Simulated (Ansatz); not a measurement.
**Ta3AsAu2O13 under changes of volume**

One of the cells (14.260 Å³/atom); the others are scaled copies at fixed shape and fractional positions:

```
Ta As Au O
1.0
     6.80067   -1.92163   -0.02621
     6.80067    1.92163   -0.02621
    -1.72225    0.00000   10.37288
Ta As Au O
3 1 2 13
Cartesian
  2.9718 0.0000 6.5236
  4.8678 0.0000 0.0213
  7.0062 0.0000 10.3228
  8.9252 0.0000 3.7233
  7.0966 0.0000 6.5221
  4.8091 0.0000 3.7731
  3.2720 0.0000 8.3381
  4.7052 0.0000 5.7491
  9.6078 0.0000 6.1194
  8.6255 0.0000 2.0474
  7.2888 0.0000 4.4798
  2.2695 0.0000 4.2576
  6.9552 0.0000 8.4957
  0.8547 0.0000 6.6412
  4.9002 0.0000 1.8415
  10.8759 0.0000 3.6718
  6.8030 0.0000 0.0005
  9.3446 0.0000 10.2506
  2.5337 0.0000 0.0790
```

The cell was built by a generator and needn't be a form met in nature.

* Program: Ansatz 0.2.0
* Functional: PBE
* Potentials or basis: Ansatz PAW
* Cutoff: 420 eV (not typed: the program's choice for these potentials)
* k mesh: 7 × 7 × 3
* Occupations: fermi-dirac, width 0.05 eV
* Spin: no spin polarisation

```tsv
volume (Å³/atom)	energy over the lowest point (meV/atom)	pressure (GPa)	largest force (eV/Å)
13.404	?	?	?
13.690	13.71	8.0	0.624
13.975	3.30	3.8	0.304
14.260	0.00	0.0	0.015
14.545	3.12	-3.4	0.281
14.830	11.91	-6.4	0.548
15.116	25.84	-9.1	0.800
```

Q: What does the run at 13.404 Å³/atom give?

A: Energy over the lowest point 32.11 meV/atom; pressure 12.8 GPa; largest force 0.966 eV/Å.

Worked out: A Birch-Murnaghan fit of order 3 (a polynomial in V^(-2/3)) to the other rows has its minimum at 14.26 Å³/atom with B0 = V·E''(V) = 179 GPa and B' = 4.7 at fixed shape and positions, which overstates the stiffness. It gives 32.23 meV/atom at 13.404 Å³/atom, against the run's 32.11, and -dE/dV = 12.8 GPa, against 12.8.

Energies are extrapolated to zero smearing.
